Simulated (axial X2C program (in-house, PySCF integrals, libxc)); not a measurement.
# Linear RuCN at several levels

Aim: the two bond lengths and stretching wavenumbers of linear RuCN, with and without spin–orbit coupling, at PBE0, PBE.

Computed with an in-house X2C program for linear molecules on PySCF integrals. Level: all-electron X2C, two-component (2c) or spin-free, Ru dyall-v3z, C dyall-v3z, N dyall-av3z.

All values are calculated.

2 further runs of the same task are left out: 2 set aside as unsound or not needed.

## (1) Set-up

The input, task.json:

```json
{"zs": [44, 6, 7], "q": 0, "bas": ["dyall-v3z", "dyall-v3z", "dyall-av3z"], "r0": [1.95, 1.16], "symm": 0, "scan": ["PBE0", "HF", "PBE"], "levels": ["PBE0", "HF", "r2SCAN"], "nst": 2}
```

Keys: zs atomic numbers; q charge; bas basis sets; r0 starting distance in Å; symm equal bonds; scan levels of the two-bond scan; levels methods; nst determinants followed.

On the command line:

```
$ python solin.py task.json out
```

Masses Ru 101.904, C 12.000, N 14.003 u.

## (2) Scan at PBE0, 2c

State: Ω = 3/2 (beyond evenly filled blocks: ω = 1/2, ω = -3/2, ω = 5/2). Energies above the lowest point, from the job's result record:

```csv
r(Ru–C) (Å),r(C–N) (Å),E (meV)
1.9012,1.1329,69.02
1.9012,1.1620,18.08
1.9012,1.1910,63.95
1.9500,1.1329,46.92
1.9500,1.1620,0.00
1.9500,1.1910,49.93
1.9500,1.2201,180.18
1.9987,1.1329,63.19
1.9987,1.1620,19.51
1.9987,1.1910,72.74
2.0475,1.1620,69.04
2.0475,1.2201,261.18
```

A quadratic surface with cubic terms in each bond gives the minimum at 1.947 and 1.161 Å, force constants 2.55, 18.5 and coupling 0.37 mdyn/Å.

## (3) Scan at PBE, 2c

State: Ω = 3/2 (beyond evenly filled blocks: ω = 1/2, ω = -3/2, ω = 5/2). Energies above the lowest point, from the job's result record:

```csv
r(Ru–C) (Å),r(C–N) (Å),E (meV)
1.9012,1.1329,107.96
1.9012,1.1620,6.18
1.9012,1.1910,0.00
1.9500,1.1329,104.08
1.9500,1.1620,7.25
1.9500,1.1910,6.05
1.9500,1.2201,83.73
1.9987,1.1329,136.97
1.9987,1.1620,44.28
1.9987,1.1910,47.26
2.0475,1.1620,109.72
2.0475,1.2201,201.64
```

A quadratic surface with cubic terms in each bond gives the minimum at 1.921 and 1.178 Å, force constants 2.72, 16.4 and coupling 0.47 mdyn/Å.

## (4) Scan at PBE0, spin-free

State: M_S = 3/2, Λ = 0 (beyond evenly filled blocks: σα, δ+α, δ-α). Energies above the lowest point, from the job's result record:

```csv
r(Ru–C) (Å),r(C–N) (Å),E (meV)
1.9012,1.1329,68.88
1.9012,1.1620,18.02
1.9012,1.1910,63.97
1.9500,1.1329,46.84
1.9500,1.1620,0.00
1.9500,1.1910,50.02
1.9500,1.2201,180.35
1.9987,1.1329,63.28
1.9987,1.1620,19.69
1.9987,1.1910,73.00
2.0475,1.1620,69.47
2.0475,1.2201,261.80
```

A quadratic surface with cubic terms in each bond gives the minimum at 1.947 and 1.161 Å, force constants 2.56, 18.5 and coupling 0.37 mdyn/Å.

## (5) The levels side by side

| level | r(Ru–C) (Å) | r(C–N) (Å) | lower stretch (cm⁻¹) | upper stretch (cm⁻¹) |
| --- | --- | --- | --- | --- |
| PBE0, 2c | 1.947 | 1.161 | 451.7 | 2223.4 |
| PBE, 2c | 1.921 | 1.178 | 467.0 | 2095.0 |
| PBE0, spin-free | 1.947 | 1.161 | 452.5 | 2223.7 |
| PBE, spin-free | 1.922 | 1.178 | 467.8 | 2097.1 |

Scans not shown above were run alike.

In words: Over the levels the Ru–C bond spans 1.921 to 1.947 Å and the C–N bond 1.161 to 1.178 Å. At PBE0 spin–orbit coupling leaves both bonds unchanged to 0.001 Å. Each state is one determinant, the lowest of a limited PBE0 search; the stretches come from a fit to few points and are good to some per cent at best. The molecule was held linear; bending was not examined, so a bent shape may lie lower. Note: several unpaired electrons, one determinant need not be a pure state.
